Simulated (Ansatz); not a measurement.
# H5NO: the cost of one run

Computed with Ansatz 0.2.0 (DFT, PBE, plane-wave PAW, default files, scalar-relativistic, as far as a step names no other, unless a step's input says otherwise).

1 further run of the same task is left out (it didn't finish).

### Step 1. The system as given

Symmetry: P2_12_12_1, No. 19, orthorhombic system. Conventional cell: a = 5.085 Å, b = 6.196 Å, c = 7.835 Å, α = 90.00°, β = 90.00°, γ = 90.00°. Around H (site symmetry 1) lie 1 O at 1.02 Å. H (site symmetry 1) is surrounded by 1 O at 0.98 Å. Around H (site symmetry 1) lie 1 N at 1.03 Å. Around N (site symmetry 1) lie 3 H at 1.03 Å. O (site symmetry 1) has 2 H at 0.98 to 1.02 Å as nearest neighbours.

As a file:

```cif
data_structure
_symmetry_space_group_name_H-M 'P 1'
_symmetry_Int_Tables_number 1
_cell_length_a 5.0854
_cell_length_b 6.1960
_cell_length_c 7.8345
_cell_angle_alpha 90.000
_cell_angle_beta 90.000
_cell_angle_gamma 90.000
_cell_volume 246.86
loop_
_atom_site_label
_atom_site_type_symbol
_atom_site_fract_x
_atom_site_fract_y
_atom_site_fract_z
_atom_site_occupancy
H1 H 0.75084 0.71571 0.36168 1
H2 H 0.74254 0.69905 0.56357 1
H3 H 0.42055 0.42303 0.37429 1
H4 H 0.76000 0.30382 0.59396 1
H5 H 0.09619 0.42187 0.37606 1
H6 H 0.74916 0.28429 0.86168 1
H7 H 0.75746 0.30095 0.06357 1
H8 H 0.40381 0.57813 0.87606 1
H9 H 0.74000 0.69618 0.09396 1
H10 H 0.07945 0.57697 0.87430 1
H11 H 0.24254 0.80095 0.43643 1
H12 H 0.25084 0.78429 0.63832 1
H13 H 0.92055 0.07697 0.62570 1
H14 H 0.26000 0.19618 0.40604 1
H15 H 0.59619 0.07813 0.62394 1
H16 H 0.24916 0.21571 0.13832 1
H17 H 0.25746 0.19905 0.93643 1
H18 H 0.57945 0.92303 0.12571 1
H19 H 0.90381 0.92187 0.12394 1
H20 H 0.24000 0.80382 0.90604 1
N1 N 0.74174 0.83637 0.16376 1
N2 N 0.75826 0.16363 0.66376 1
N3 N 0.24174 0.66363 0.83624 1
N4 N 0.25826 0.33637 0.33624 1
O1 O 0.76210 0.61007 0.46157 1
O2 O 0.73790 0.38993 0.96157 1
O3 O 0.26210 0.88993 0.53843 1
O4 O 0.23790 0.11007 0.03843 1
```

### Step 2. First run, atoms as given

The input, input.yaml:

```yaml
crystal:
  lattice:
    - [5.085411, 0.0, 0.0]
    - [0.0, 6.195992, 0.0]
    - [0.0, 0.0, 7.834534]
  atoms:
    - { symbol: H, position: [0.750836, 0.715712, 0.361681] }
    - { symbol: H, position: [0.742541, 0.699054, 0.563572] }
    - { symbol: H, position: [0.420552, 0.423032, 0.374295] }
    - { symbol: H, position: [0.759996, 0.303816, 0.593956] }
    - { symbol: H, position: [0.096192, 0.421874, 0.376064] }
    - { symbol: H, position: [0.749164, 0.284288, 0.861681] }
    - { symbol: H, position: [0.757459, 0.300946, 0.063572] }
    - { symbol: H, position: [0.403808, 0.578126, 0.876064] }
    - { symbol: H, position: [0.740004, 0.696184, 0.093956] }
    - { symbol: H, position: [0.079448, 0.576968, 0.874295] }
    - { symbol: H, position: [0.242541, 0.800946, 0.436428] }
    - { symbol: H, position: [0.250836, 0.784288, 0.638319] }
    - { symbol: H, position: [0.920552, 0.076968, 0.625705] }
    - { symbol: H, position: [0.259996, 0.196184, 0.406044] }
    - { symbol: H, position: [0.596192, 0.078126, 0.623936] }
    - { symbol: H, position: [0.249164, 0.215712, 0.138319] }
    - { symbol: H, position: [0.257459, 0.199054, 0.936428] }
    - { symbol: H, position: [0.579448, 0.923032, 0.125705] }
    - { symbol: H, position: [0.903808, 0.921874, 0.123936] }
    - { symbol: H, position: [0.240004, 0.803816, 0.906044] }
    - { symbol: "N", position: [0.741736, 0.83637, 0.163756] }
    - { symbol: "N", position: [0.758264, 0.16363, 0.663756] }
    - { symbol: "N", position: [0.241736, 0.66363, 0.836244] }
    - { symbol: "N", position: [0.258264, 0.33637, 0.336244] }
    - { symbol: O, position: [0.762099, 0.610067, 0.461574] }
    - { symbol: O, position: [0.737901, 0.389933, 0.961574] }
    - { symbol: O, position: [0.262099, 0.889933, 0.538426] }
    - { symbol: O, position: [0.237901, 0.110067, 0.038426] }
kpoints:
  mp_grid: { grid: [4, 4, 3] }
scf:
  occupations: { method: fermi_dirac, width: 0.02 }
hamiltonian:
  xc: pbe
  pseudopotentials: { kind: paw }
output:
  forces: true
  stress: true
  populations: true
  efg:
    quadrupole_moments_barn: { H: 0.00285783, "N": 0.02044, O: -0.02558 }
    contact_densities: true
  write_density: true
  write_potential: true
  elf: true
  volumetric_format: npy
```

On the command line:

```console
$ ansatz run input.yaml --threads 1 --pin off --max-ram 2560MiB --backend cpu --events-out ev --progress --plain --runs-dir out
```

**Question.** How long does this run take on 1 thread of Arm Neoverse V1, shared host, and how much memory does it need?

About 40 s, with a peak of 0.51 GiB.
